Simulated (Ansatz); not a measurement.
# Ga16SiN15: the cost of one run

Computed with Ansatz 0.2.0 (DFT, PBE, plane-wave PAW, default files, scalar-relativistic, as far as a step names no other, unless a step's input says otherwise).

The COD entry's cell or inner coordinates are ideal or old and differ from later refinements, so a difference from it is no clean test against experiment.

## 1. The starting structure

It takes space group P3m1 (No. 156, trigonal). The conventional cell has a = 6.360 Å, b = 6.360 Å, c = 10.332 Å, α = 90.00°, β = 90.00°, γ = 120.00°. Ga (site symmetry 3m) has 1 Si at 1.94 Å and 3 N at 1.95 Å in its first shell of neighbours. Ga (site symmetry 3m) has 4 N at 1.94 to 1.95 Å in its first shell of neighbours. Ga (site symmetry m) has 4 N at 1.94 to 1.95 Å in its first shell of neighbours. Ga (site symmetry m) has 3 N at 1.94 to 1.95 Å and 1 Si at 1.95 Å in its first shell of neighbours. Only part of the 16 independent sites is listed.

Coordinates:

```xyz
32
Lattice="6.3600 0.0000 0.0000 -3.1800 5.5079 0.0000 0.0000 0.0000 10.3320" Properties=species:S:1:pos:R:3 pbc="T T T"
Ga    0.0000    1.8360    0.0000
Ga    0.0000    1.8360    5.1660
Ga   -1.5900    4.5899    0.0000
Ga   -1.5900    4.5899    5.1660
Ga    3.1800    1.8360    0.0000
Ga    3.1800    1.8360    5.1660
Ga    1.5900    4.5899    0.0000
Ga    1.5900    4.5899    5.1660
Ga    1.5900    0.9180    2.5830
Ga    1.5900    0.9180    7.7490
Ga    0.0000    3.6719    2.5830
Ga    0.0000    3.6719    7.7490
Ga    4.7700    0.9180    2.5830
Ga    4.7700    0.9180    7.7490
Ga    3.1800    3.6719    2.5830
Ga    3.1800    3.6719    7.7490
Si    0.0000    1.8360    1.9373
N     0.0000    1.8360    7.1033
N    -1.5900    4.5899    1.9373
N    -1.5900    4.5899    7.1033
N     3.1800    1.8360    1.9373
N     3.1800    1.8360    7.1033
N     1.5900    4.5899    1.9373
N     1.5900    4.5899    7.1033
N     1.5900    0.9180    4.5203
N     1.5900    0.9180    9.6863
N     0.0000    3.6719    4.5203
N     0.0000    3.6719    9.6863
N     4.7700    0.9180    4.5203
N     4.7700    0.9180    9.6863
N     3.1800    3.6719    4.5203
N     3.1800    3.6719    9.6863
```

Atom 17 of the input is the impurity.

## 2. First run, atoms as given

input.yaml reads:

```yaml
crystal:
  lattice:
    - [6.36, 0.0, 0.0]
    - [-3.18, 5.507921568, 0.0]
    - [0.0, 0.0, 10.332]
  atoms:
    - { symbol: Ga, position: [0.1666666666, 0.3333333334, 0.0] }
    - { symbol: Ga, position: [0.1666666666, 0.3333333334, 0.5] }
    - { symbol: Ga, position: [0.1666666666, 0.8333333334, 0.0] }
    - { symbol: Ga, position: [0.1666666666, 0.8333333334, 0.5] }
    - { symbol: Ga, position: [0.6666666666, 0.3333333334, 0.0] }
    - { symbol: Ga, position: [0.6666666666, 0.3333333334, 0.5] }
    - { symbol: Ga, position: [0.6666666666, 0.8333333334, 0.0] }
    - { symbol: Ga, position: [0.6666666666, 0.8333333334, 0.5] }
    - { symbol: Ga, position: [0.3333333334, 0.1666666666, 0.25] }
    - { symbol: Ga, position: [0.3333333334, 0.1666666666, 0.75] }
    - { symbol: Ga, position: [0.3333333334, 0.6666666666, 0.25] }
    - { symbol: Ga, position: [0.3333333334, 0.6666666666, 0.75] }
    - { symbol: Ga, position: [0.8333333334, 0.1666666666, 0.25] }
    - { symbol: Ga, position: [0.8333333334, 0.1666666666, 0.75] }
    - { symbol: Ga, position: [0.8333333334, 0.6666666666, 0.25] }
    - { symbol: Ga, position: [0.8333333334, 0.6666666666, 0.75] }
    - { symbol: Si, position: [0.1666666666, 0.3333333334, 0.1875], spin: 1.0 }
    - { symbol: "N", position: [0.1666666666, 0.3333333334, 0.6875] }
    - { symbol: "N", position: [0.1666666666, 0.8333333334, 0.1875] }
    - { symbol: "N", position: [0.1666666666, 0.8333333334, 0.6875] }
    - { symbol: "N", position: [0.6666666666, 0.3333333334, 0.1875] }
    - { symbol: "N", position: [0.6666666666, 0.3333333334, 0.6875] }
    - { symbol: "N", position: [0.6666666666, 0.8333333334, 0.1875] }
    - { symbol: "N", position: [0.6666666666, 0.8333333334, 0.6875] }
    - { symbol: "N", position: [0.3333333334, 0.1666666666, 0.4375] }
    - { symbol: "N", position: [0.3333333334, 0.1666666666, 0.9375] }
    - { symbol: "N", position: [0.3333333334, 0.6666666666, 0.4375] }
    - { symbol: "N", position: [0.3333333334, 0.6666666666, 0.9375] }
    - { symbol: "N", position: [0.8333333334, 0.1666666666, 0.4375] }
    - { symbol: "N", position: [0.8333333334, 0.1666666666, 0.9375] }
    - { symbol: "N", position: [0.8333333334, 0.6666666666, 0.4375] }
    - { symbol: "N", position: [0.8333333334, 0.6666666666, 0.9375] }
magnetization:
  spin_polarized: true
kpoints:
  mp_grid: { grid: [4, 4, 2] }
scf:
  occupations: { method: fermi_dirac, width: 0.01 }
hamiltonian:
  xc: pbe
  pseudopotentials: { kind: paw }
output:
  forces: true
  stress: true
  populations: true
  efg:
    quadrupole_moments_barn: { Ga: 0.107, "N": 0.02044 }
    contact_densities: true
```

Launch:

```bash
ansatz run input.yaml --threads 4 --pin off --max-ram 8192MiB --backend cpu --events-out ev --progress --plain --runs-dir out
```

What time and memory should one allow on 4 threads of INTEL XEON PLATINUM 8581C at 2.30GHz (Emerald Rapids), shared host?

About 28 s, with a peak of 1.9 GiB.
